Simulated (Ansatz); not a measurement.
**The chromium atom (septet): from Hartree-Fock to the top rungs, def2-TZVPP**

One table from this session's results is given with a row withheld; the runs are named, their logs left out.

The runs use Ansatz 0.2.0, Gaussian basis; def2-TZVPP, core rule «outside noble gas», up to 9 orbitals frozen.

To be run: CCSD(T) on UHF; CISD; CCSDT(Q) on ROHF; CCSDT(Q) on UHF; CASSCF and MRCISD+Q, 6 electrons in 6 orbitals; CASSCF and MRCISD+Q(relaxed), 6 electrons in 6 orbitals; CASSCF and NEVPT4(SD), 6 electrons in 6 orbitals; CASSCF and NEVPT2, 6 electrons in 6 orbitals.

2 further runs of the same task are left out: 2 that didn't finish.

### The atom

A free atom, in its lowest state of this spin that the program finds.

1 atom, charge 0, spin multiplicity 7.

The first run:

in.yaml

```yaml
crystal:
  periodic: [false, false, false]
  atoms:
    - {symbol: Cr, position_ang: [0.000000, 0.000000, 0.000000]}
basis:
  gaussian: {orbitals: def2-TZVPP}
magnetization: {spin_polarized: true, initial_magnetization: 6}
correlation: {method: ccsd_t, electrons: outside_noble_gas}
```

Command:

```
> ansatz run in.yaml --threads 1 --pin off --events-out ev --progress --plain --max-ram 2393MiB
```

Among the steps run: CCSD(T) on UHF; CISD; CCSDT(Q) on ROHF; CCSDT(Q) on UHF; CASSCF and MRCISD+Q, 6 electrons in 6 orbitals; CASSCF and MRCISD+Q(relaxed), 6 electrons in 6 orbitals; CASSCF and NEVPT4(SD), 6 electrons in 6 orbitals; CASSCF and NEVPT2, 6 electrons in 6 orbitals.

One table of the session follows, with a row left open; its other results are not shown here.

| method | from UCCSDT(Q) (kJ/mol) |
| --- | --- |
| UHF | +260.9 |
| UMP2 | +24.0 |
| UCCSD | +7.5 |
| UCCSD(T) | +0.9 |
| UCCSDT | +0.1 |
| UCCSDT(Q) | 0 |
| CASSCF valence | ? |
| NEVPT2 valence | +67.3 |
| NEVPT4(SD) valence | +12.2 |
| MRCISD valence | +12.4 |
| MRCISD+Q valence | +4.2 |
| MRCISD+Q(relaxed) valence | +4.2 |

Estimate the missing values for CASSCF valence.

The run gave: from UCCSDT(Q) (kJ/mol): +261.4. In the column «from UCCSDT(Q) (kJ/mol)» it is the highest.

Not comparable, so not listed: CISD; CCSDT(Q) on ROHF (they don't share determinant, frozen orbitals or solution with the rows shown, or repeat one).
